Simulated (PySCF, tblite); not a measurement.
# C6H10N2Si: geometry, infrared bands and NMR shifts

Wanted: the infrared bands and NMR shifts of C6H10N2Si (`C#CC[C@@H](CC#N)N[SiH3]`), by calculation.

Programs: tblite 0.8.0 and PySCF 2.14.0, with density-fitted response routines of our own. Each step states its level of theory. These are calculated values for one molecule in the gas phase, unless marked as measured. Atoms are numbered from 0 throughout.

### 1 The molecule as given

19 atoms, charge 0, multiplicity 1; geometry from: force field or distance geometry start.

Bonds of the start (Å): C0–C1 1.22, C1–C2 1.46, C2–C3 1.50, C3–C4 1.50, C4–C5 1.47, C5–N6 1.16, C3–N7 1.42, N7–Si8 1.79, C0–H9 1.06, C2–H10 1.12, C2–H11 1.11, C3–H12 1.14, C4–H13 1.10, C4–H14 1.12, N7–H15 1.06, Si8–H16 1.47, Si8–H17 1.49, Si8–H18 1.48.

### 2 Relaxing the molecule with GFN2-xTB

The job: settings as JSON, then the geometry in Å.

```
{"job": {"kind": "relax", "xc": "GFN2-xTB", "basis": "xTB"}, "charge": 0, "multiplicity": 1}
C      2.832300    -0.844900    -0.628200
C      1.884400    -0.404300    -0.007500
C      0.771400     0.137900     0.770300
C     -0.439400     0.348600    -0.098200
C     -0.040200     1.310400    -1.177500
C      0.366000     2.545100    -0.494000
N      0.683100     3.513300     0.061000
N     -1.083500    -0.825200    -0.562700
Si    -1.629900    -1.795700     0.841400
H      3.645900    -1.243300    -1.176700
H      1.034000     1.140300     1.195600
H      0.519600    -0.490200     1.649900
H     -1.191300     0.903400     0.552700
H     -0.840700     1.540600    -1.894600
H      0.879100     0.905600    -1.665000
H     -1.987100    -0.541200    -1.049600
H     -0.452700    -2.273700     1.573100
H     -2.508000    -0.974500     1.715900
H     -2.452800    -2.943000     0.386600
```

The run is started by

```
> OMP_NUM_THREADS=1 python probes_run.py task.json out
```

This one command runs all jobs of the session in turn.

The program printed:

```text
step      E/eV     max force
  0    -691.35800    2.526
  1    -691.44720    5.501
  2    -691.57298    2.469
  3    -691.65758    1.556
  4    -691.66424    2.417
  5    -691.72124    0.730
  6    -691.76192    0.686
  7    -691.79736    0.690
  8    -691.82433    0.562
  9    -691.85355    0.379
 10    -691.87708    0.432
 11    -691.89766    0.375
 12    -691.91887    0.363
 13    -691.94307    0.370
 14    -691.96620    0.431
 15    -691.98317    0.324
 16    -691.99559    0.241
 17    -692.00804    0.239
 18    -692.01999    0.315
 19    -692.02795    0.417
 20    -692.02809    0.508
 21    -692.03657    0.171
 22    -692.04009    0.138
 23    -692.04709    0.164
 24    -692.05126    0.175
 25    -692.05792    0.225
 26    -692.06233    0.239
 27    -692.06583    0.116
 28    -692.06735    0.107
 29    -692.06923    0.115
 30    -692.07193    0.134
 31    -692.07529    0.116
 32    -692.07809    0.109
 33    -692.07999    0.126
 34    -692.08140    0.281
 35    -692.08339    0.217
 36    -692.08560    0.256
 37    -692.08980    0.262
 38    -692.09370    0.313
 39    -692.09910    0.531
 40    -692.10673    0.336
 41    -692.11258    0.263
 42    -692.11889    0.247
 43    -692.12356    0.438
 44    -692.13446    0.264
 45    -692.14043    0.363
 46    -692.14463    0.385
 47    -692.14805    0.233
 48    -692.15409    0.267
 49    -692.16020    0.266
 50    -692.16601    0.254
 51    -692.17082    0.175
 52    -692.17396    0.239
 53    -692.17644    0.303
 54    -692.17884    0.169
 55    -692.18197    0.119
 56    -692.18359    0.094
 57    -692.18642    0.108
 58    -692.18838    0.111
 59    -692.19035    0.096
 60    -692.19216    0.083
 61    -692.19416    0.092
 62    -692.19581    0.091
 63    -692.19689    0.069
 64    -692.19758    0.061
 65    -692.19827    0.064
 66    -692.19909    0.081
 67    -692.19996    0.076
 68    -692.20078    0.068
 69    -692.20152    0.068
 70    -692.20229    0.058
 71    -692.20310    0.066
 72    -692.20382    0.066
 73    -692.20439    0.053
 74    -692.20488    0.046
 75    -692.20544    0.059
 76    -692.20614    0.072
 77    -692.20699    0.068
 78    -692.20793    0.083
 79    -692.20888    0.083
 80    -692.20977    0.076
 81    -692.21060    0.084
 82    -692.21139    0.098
 83    -692.21235    0.102
 84    -692.21357    0.080
 85    -692.21503    0.077
 86    -692.21596    0.115
 87    -692.21704    0.073
 88    -692.21806    0.113
 89    -692.21913    0.070
 90    -692.22010    0.098
 91    -692.22103    0.144
 92    -692.22205    0.115
 93    -692.22312    0.084
 94    -692.22398    0.068
 95    -692.22442    0.123
 96    -692.22484    0.054
 97    -692.22513    0.049
 98    -692.22558    0.053
 99    -692.22600    0.074
100    -692.22650    0.112
101    -692.22700    0.101
102    -692.22755    0.080
103    -692.22812    0.045
104    -692.22867    0.054
105    -692.22919    0.108
106    -692.22975    0.125
107    -692.23046    0.160
108    -692.23120    0.071
109    -692.23176    0.132
110    -692.23220    0.050
111    -692.23245    0.065
112    -692.23257    0.102
113    -692.23271    0.037
114    -692.23287    0.032
115    -692.23299    0.046
116    -692.23324    0.055
117    -692.23352    0.058
118    -692.23384    0.040
119    -692.23406    0.028
120    -692.23420    0.027
121    -692.23430    0.025
122    -692.23439    0.026
123    -692.23448    0.023
124    -692.23459    0.022
125    -692.23470    0.025
126    -692.23482    0.033
127    -692.23493    0.036
128    -692.23507    0.034
129    -692.23525    0.029
130    -692.23547    0.045
131    -692.23569    0.041
132    -692.23588    0.031
133    -692.23603    0.027
134    -692.23611    0.030
135    -692.23618    0.022
136    -692.23625    0.020
137    -692.23631    0.017
138    -692.23637    0.014
139    -692.23642    0.015
140    -692.23646    0.017
141    -692.23649    0.016
142    -692.23652    0.014
143    -692.23655    0.011
144    -692.23659    0.012
145    -692.23662    0.012
146    -692.23664    0.013
147    -692.23667    0.012
148    -692.23669    0.015
149    -692.23671    0.013
150    -692.23674    0.013
151    -692.23678    0.012
152    -692.23683    0.017
153    -692.23688    0.025
154    -692.23694    0.021
155    -692.23701    0.019
156    -692.23709    0.021
157    -692.23718    0.028
158    -692.23727    0.035
159    -692.23736    0.026
160    -692.23746    0.024
161    -692.23756    0.023
162    -692.23764    0.029
163    -692.23771    0.029
164    -692.23778    0.018
165    -692.23784    0.018
166    -692.23789    0.019
167    -692.23792    0.013
168    -692.23794    0.008
```

Run time: 2.4 s. Hardware: 1 thread of Arm Neoverse N1, shared host; peak memory 0.18 GiB.

The steps of the relaxation: (not every step is listed)

```csv
step,energy from step 0 (eV),largest force (eV/Å)
0,0.0000,2.5263
1,-0.0892,5.5010
2,-0.2150,2.4688
3,-0.2996,1.5557
4,-0.3062,2.4167
5,-0.3632,0.7302
6,-0.4039,0.6859
7,-0.4394,0.6896
8,-0.4663,0.5618
23,-0.6891,0.1644
38,-0.7357,0.3131
53,-0.8184,0.3032
68,-0.8428,0.0682
83,-0.8544,0.1016
98,-0.8676,0.0532
113,-0.8747,0.0367
128,-0.8771,0.0342
143,-0.8786,0.0114
158,-0.8793,0.0352
163,-0.8797,0.0288
164,-0.8798,0.0184
165,-0.8798,0.0178
166,-0.8799,0.0193
167,-0.8799,0.0127
168,-0.8799,0.0079
```

Close pairs (by a distance rule), those that changed most:

```csv
bond,before (Å),after (Å),change (Å)
N7–Si8,1.792,1.721,-0.071
N7–H15,1.065,1.011,-0.054
C3–C4,1.500,1.545,+0.045
C3–H12,1.139,1.095,-0.043
C2–C3,1.505,1.544,+0.039
C4–C5,1.469,1.437,-0.032
C2–H10,1.120,1.094,-0.026
Si8–H18,1.483,1.458,-0.025
```

The final coordinates are the input of the step that follows.

### 3 Vibrational analysis with GFN2-xTB

The job: settings as JSON, then the geometry in Å.

```
{"job": {"kind": "ir", "xc": "GFN2-xTB", "basis": "xTB"}, "charge": 0, "multiplicity": 1}
C      2.685093    -0.941014    -0.840224
C      1.967679    -0.397772    -0.050886
C      1.037015     0.245937     0.851927
C     -0.342763     0.438249     0.187217
C     -0.222720     1.393415    -1.021214
C      0.157156     2.715088    -0.604249
N      0.457326     3.758114    -0.243963
N     -0.925415    -0.803488    -0.242211
Si    -1.917216    -1.786559     0.764367
H      3.347311    -1.408816    -1.505696
H      1.436661     1.217977     1.154389
H      0.914576    -0.376171     1.742747
H     -1.020102     0.883604     0.923988
H     -1.185884     1.447253    -1.535429
H      0.529326     1.007561    -1.716460
H     -0.325800    -1.269602    -0.909543
H     -1.245194    -2.362198     1.940656
H     -2.989511    -0.904172     1.225409
H     -2.367343    -2.848153    -0.128285
```

The program printed:

```text
mode    cm-1     km/mol
  1      43.0      1.82
  2      46.5      2.90
  3      87.6      2.21
  4     105.6      2.35
  5     125.1      3.48
  6     146.2      1.82
  7     227.6      2.01
  8     289.8      2.99
  9     305.6      1.15
 10     341.8      4.12
 11     369.9      2.27
 12     386.2      2.11
 13     518.8     11.09
 14     534.0     92.80
 15     571.1     39.82
 16     593.8     28.05
 17     611.3     65.87
 18     641.8     23.60
 19     681.5     26.72
 20     744.7    226.15
 21     807.1    237.61
 22     820.8    110.91
 23     835.4    203.25
 24     873.7     55.72
 25     921.6     33.37
 26     958.9     22.60
 27    1004.4     20.33
 28    1025.0      4.28
 29    1070.5     29.80
 30    1116.3      6.19
 31    1140.4     64.70
 32    1188.9     47.38
 33    1210.1     76.12
 34    1256.3     18.78
 35    1305.8      8.64
 36    1319.7      5.77
 37    1388.8    119.39
 38    1419.5      8.58
 39    1437.8      5.24
 40    2177.0    370.90
 41    2259.4    229.92
 42    2292.6     12.06
 43    2301.8    335.11
 44    2409.6    239.76
 45    2935.4     29.83
 46    2954.7     17.76
 47    2956.8     22.89
 48    2968.0     23.24
 49    2971.9     13.78
 50    3398.5      4.83
 51    3421.5      5.41
```

It took 1.3 s on 1 thread of Arm Neoverse N1, shared host; peak memory 0.18 GiB.

The strongest bands and the atoms that carry them (share of the mass-weighted mode):

```csv
cm⁻¹,km/mol,atoms
745,226.2,"H18 52 %, H17 41 %"
807,237.6,"H16 33 %, H18 28 %, H17 16 %"
835,203.2,"C2 15 %, Si8 12 %, H17 10 %, H16 10 %"
1389,119.4,"H15 39 %, H12 32 %, N7 16 %, C3 12 %"
2177,370.9,H16 94 %
2259,229.9,H17 94 %
2302,335.1,H18 95 %
2410,239.8,"C5 60 %, N6 39 %"
```

### 4 NMR shieldings: PBE0/pcSseg-1

Settings changed since step 3:

```diff
@@ -1,2 +1,2 @@
-{"job": {"kind": "ir", "xc": "GFN2-xTB", "basis": "xTB"}, "charge": 0, "multiplicity": 1}
+{"job": {"kind": "nmr", "xc": "PBE0", "basis": "pcSseg-1"}, "charge": 0, "multiplicity": 1}
 C      2.685093    -0.941014    -0.840224
```

Level: GIAO PBE0/pcSseg-1 NMR shielding, non-relativistic, gas phase.

The program printed:

```text
coarse grid: 16464 points
cycle   1  E = -632.8546455986  dE =  1.141e+00  |g| = 5.823e-01  |ddm| = 4.129e+00
cycle   2  E = -632.7211448378  dE =  1.335e-01  |g| = 9.878e-01  |ddm| = 1.425e+00
cycle   3  E = -632.9261502631  dE = -2.050e-01  |g| = 2.125e-01  |ddm| = 8.866e-01
cycle   4  E = -632.9355221188  dE = -9.372e-03  |g| = 5.897e-02  |ddm| = 1.873e-01
cycle   5  E = -632.9361818890  dE = -6.598e-04  |g| = 2.047e-02  |ddm| = 6.579e-02
cycle   6  E = -632.9362705739  dE = -8.868e-05  |g| = 5.133e-03  |ddm| = 2.224e-02
cycle   7  E = -632.9362752152  dE = -4.641e-06  |g| = 2.927e-03  |ddm| = 5.495e-03
final grid: 154880 points
cycle   8  E = -632.9880445942  dE = -4.046e-05  |g| = 9.120e-03  |ddm| = 4.984e-02
cycle   9  E = -632.9880117735  dE =  3.282e-05  |g| = 1.489e-02  |ddm| = 1.826e-02
cycle  10  E = -632.9880627213  dE = -5.095e-05  |g| = 2.797e-03  |ddm| = 1.138e-02
cycle  11  E = -632.9880646334  dE = -1.912e-06  |g| = 4.828e-04  |ddm| = 2.457e-03
cycle  12  E = -632.9880646827  dE = -4.931e-08  |g| = 1.582e-04  |ddm| = 5.924e-04
cycle  13  E = -632.9880646873  dE = -4.655e-09  |g| = 6.714e-05  |ddm| = 1.672e-04
cycle  14  E = -632.9880646881  dE = -7.674e-10  |g| = 3.056e-05  |ddm| = 5.771e-05
converged SCF energy = -632.9880646881

GIAO shielding tensors (ppm)
atom      isotropic    diamagn.    paramagn.     s11        s22        s33       span
  0 C      107.557     258.079    -150.522     27.606     36.164    258.902    231.296
  1 C      101.815     266.287    -164.472      6.315      8.710    290.421    284.106
  2 C      160.521     249.224     -88.704    145.321    161.694    174.548     29.227
  3 C      131.487     244.301    -112.814    113.458    126.998    154.005     40.547
  4 C      161.866     248.175     -86.309    137.116    162.390    186.092     48.976
  5 C       64.044     260.065    -196.022    -52.618    -48.824    293.572    346.190
  6 N      -33.250     339.759    -373.009   -202.133   -195.678    298.062    500.194
  7 N      234.487     324.194     -89.707    210.707    225.391    267.364     56.657
  8 Si     406.846     880.499    -473.653    364.639    381.505    474.393    109.754
  9 H       30.212      34.397      -4.185     24.609     24.855     41.171     16.562
 10 H       28.694      29.852      -1.158     24.403     27.119     34.559     10.156
 11 H       29.054      29.901      -0.847     24.387     27.791     34.984     10.597
 12 H       28.715      33.215      -4.500     24.996     28.885     32.264      7.268
 13 H       29.373      28.298       1.075     24.164     29.195     34.761     10.596
 14 H       28.809      29.571      -0.761     25.443     29.186     31.800      6.356
 15 H       30.957      35.196      -4.239     22.674     30.988     39.209     16.535
 16 H       26.931      29.457      -2.525     22.606     25.548     32.640     10.034
 17 H       27.135      29.673      -2.538     23.196     25.835     32.372      9.176
 18 H       27.110      29.101      -1.991     23.441     25.042     32.847      9.406
```

Wall time 75 s (1 thread of Arm Neoverse N1, shared host); peak memory 1 GiB.

The references, computed at this level on geometries of the same kind, shield at (ppm): 1H TMS 31.72, 13C TMS 186.9, 29Si TMS 349.2, 15N NH3 267.7. Their shielding less the atom's gives the shift. The references are single molecules in the gas phase, so shifts against H2O, NH3, PH3, H3PO4 or CFCl3 are not on the usual liquid scales and can be off by tens of ppm. Atoms listed in one row are averaged.

```csv
atoms,environment,σ (ppm),δ (ppm),δ scaled to CDCl3
C5,nitrile carbon,64.0,122.9,118.0
C1,alkyne carbon,101.8,85.1,81.2
C0,terminal alkyne carbon,107.6,79.4,75.5
C3,sp3 CH bonded to N,131.5,55.4,52.2
C2,propargylic sp3 CH2,160.5,26.4,23.9
C4,sp3 CH2 α to a nitrile,161.9,25.1,22.5
"H16, H17, H18",hydrogen on a silicon bonded to N,27.06,4.66,–
H10,hydrogen on a propargylic sp3 CH2,28.69,3.02,2.96
H12,hydrogen on an sp3 CH bonded to N,28.71,3.00,2.94
H14,hydrogen on an sp3 CH2 α to a nitrile,28.81,2.91,2.85
H11,hydrogen on a propargylic sp3 CH2,29.05,2.66,2.62
H13,hydrogen on an sp3 CH2 α to a nitrile,29.37,2.34,2.31
H9,hydrogen on a terminal alkyne carbon,30.21,1.51,1.52
H15,"hydrogen on a nitrogen bonded to C, Si",30.96,0.76,–
N6,nitrile nitrogen,-33.2,301.0,–
N7,"nitrogen bonded to C, Si, H",234.5,33.2,–
Si8,"silicon bonded to N, 3 H",406.8,-57.7,–
```

The scaled column applies a straight-line fit of computed shieldings to shifts measured in CDCl3 (root-mean-square error 0.16 ppm for H, 1.9 ppm for C).

Charges from the same density, by scheme (e):

```csv
atoms,Mulliken,IAO,Hirshfeld,ESP fit
C0,-0.36,-0.26,-0.11,-0.60
C1,0.11,-0.03,-0.03,0.32
C2,-0.06,-0.29,-0.06,-0.73
C3,-0.11,0.03,0.04,0.55
C4,-0.12,-0.31,-0.05,-0.68
C5,0.05,0.14,0.09,0.52
N6,-0.25,-0.25,-0.23,-0.51
N7,-0.63,-0.68,-0.24,-0.81
Si8,0.61,0.75,0.35,0.52
```

Mayer bond orders: C0–C1 2.57, C1–C2 1.05, C2–C3 1.01, C3–C4 0.99, C4–C5 1.01, C5–N6 3.05, C3–N7 0.97, N7–Si8 0.98.

### 5 What came out

| quantity | value |
| --- | --- |
| strongest single infrared mode (GFN2-xTB) | 2177 cm⁻¹, 371 km/mol |
| zero-point energy (GFN2-xTB) | 87.9 kcal/mol |
| 13C shifts against TMS (PBE0/pcSseg-1) | 122.9, 85.1, 79.4, 55.4, 26.4, 25.1 ppm |
| 1H shifts against TMS (PBE0/pcSseg-1, means over atoms taken as alike) | 4.66, 3.02, 3.00, 2.91, 2.66, 2.34, 1.51, 0.76 ppm |
| 15N shifts against NH3 (PBE0/pcSseg-1) | 301.0, 33.2 ppm |
| 29Si shifts against TMS (PBE0/pcSseg-1) | -57.7 ppm |

Relaxing lowered the energy by 0.880 eV in 168 steps; the close pair that moved most is N7–Si8, from 1.792 to 1.721 Å. All 51 modes are real, so the xTB geometry is a minimum. The strongest single mode, at 2177 cm⁻¹, moves mainly H16. GFN2-xTB is a fitted tight-binding method: band positions and strengths are rough. Its intensities can rank the bands wrongly. The most deshielded carbon is C5 (nitrile carbon), at 122.9 ppm: this is the usual window of a C≡N carbon, which has no attached hydrogen. At PBE0/pcSseg-1: The largest span, 500 ppm, is at N6, where the paramagnetic term is -373 ppm.
